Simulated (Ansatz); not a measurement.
# KZn2RuF6: the cost of one run

Program: Ansatz 0.2.0. Level of theory: DFT PBE+U, PAW, plane waves, scalar-relativistic; U − J = 1 eV on Ru d. These are calculated values, not measurements.

**1. Starting point**

It takes space group P1 (No. 1, triclinic). Conventional cell: a = 4.050 Å, b = 4.050 Å, c = 8.100 Å, α = 90.00°, β = 90.00°, γ = 90.00°. K (site symmetry 1) has 12 F at 2.73 to 2.98 Å as nearest neighbours. Ru (site symmetry 1) has 12 F at 2.83 to 2.97 Å as nearest neighbours. Around Zn (site symmetry 1) lie 6 F at 1.90 to 2.07 Å. Zn (site symmetry 1) is surrounded by 6 F at 1.96 to 2.12 Å. F (site symmetry 1) has 2 Zn at 2.01 to 2.04 Å and 2 K at 2.83 to 2.90 Å and 2 Ru at 2.86 to 2.90 Å as nearest neighbours. F (site symmetry 1) is surrounded by 2 Zn at 1.96 to 2.10 Å and 2 K at 2.73 to 2.85 Å. F (site symmetry 1) has 2 Zn at 1.90 to 2.12 Å and 2 K at 2.76 to 2.78 Å as nearest neighbours. F (site symmetry 1) is surrounded by 2 Zn at 2.02 to 2.07 Å and 4 Ru at 2.83 to 2.89 Å. Only part of the 10 independent sites is listed.

As a file:

```
CELL_PARAMETERS angstrom
8.10000 0.00000 0.00000
0.00000 4.05000 0.00000
0.00000 0.00000 4.05000
ATOMIC_POSITIONS crystal
K 0.99642 0.00754 0.99101
Ru 0.49969 0.00269 0.99168
Zn 0.24324 0.49978 0.49546
Zn 0.74841 0.49769 0.47678
F 0.24677 0.49630 0.99164
F 0.76021 0.48741 0.99473
F 0.00866 0.50347 0.52525
F 0.49892 0.51024 0.48856
F 0.24159 0.99127 0.48456
F 0.75432 0.00289 0.48923
```

In tables a label like F10 counts atoms in the order of input.yaml; a structure file may count by element.

First come: usual moment, plain SCF; no spin polarisation; spin on, no moments given (the program may seed its own), plain SCF. Further starts follow from what these give.

“Plain SCF” means no search for lower states. 

Site moments are integrals over atomic spheres and don't add up to the total.

**2. Usual moment, plain SCF**

File input.yaml:

```yaml
crystal:
  lattice:
    - [8.1, 0.0, 0.0]
    - [0.0, 4.05, 0.0]
    - [0.0, 0.0, 4.05]
  atoms:
    - { symbol: K, position: [0.99642133, 0.00753557, 0.99101383] }
    - { symbol: Ru, position: [0.49969308, 0.00268933, 0.99167568], spin: 2.0 }
    - { symbol: Zn, position: [0.2432417, 0.49978301, 0.4954644] }
    - { symbol: Zn, position: [0.74841066, 0.49768563, 0.47677938] }
    - { symbol: F, position: [0.24677229, 0.49630204, 0.99163905] }
    - { symbol: F, position: [0.76021434, 0.48740996, 0.99472798] }
    - { symbol: F, position: [0.00866009, 0.50346697, 0.52525062] }
    - { symbol: F, position: [0.49891806, 0.51023917, 0.48855917] }
    - { symbol: F, position: [0.24159441, 0.99126891, 0.48456321] }
    - { symbol: F, position: [0.75431694, 0.00289063, 0.4892315] }
magnetization:
  spin_polarized: true
hamiltonian:
  xc: pbe
  pseudopotentials: { kind: paw }
  hubbard: { sites: [{ species: Ru, l: d, u_eff: 1.0 }] }
basis:
  ecutwfc: 420
kpoints:
  mp_grid: { grid: [2, 3, 3] }
scf:
  occupations: { method: gaussian, width: 0.02 }
  lower_state_search: "off"
output:
  forces: true
  stress: true
  write_density: true
  write_potential: true
  elf: true
  volumetric_format: npy
```

On the command line:

```
ansatz run input.yaml --threads 4 --pin off --max-ram 9216MiB --backend cpu --events-out ev --progress --plain --runs-dir out
```

What time and memory should one allow on 4 threads of AMD EPYC 9R45 (Zen 5), shared host?

About 3.6 s, with a peak of 0.65 GiB.
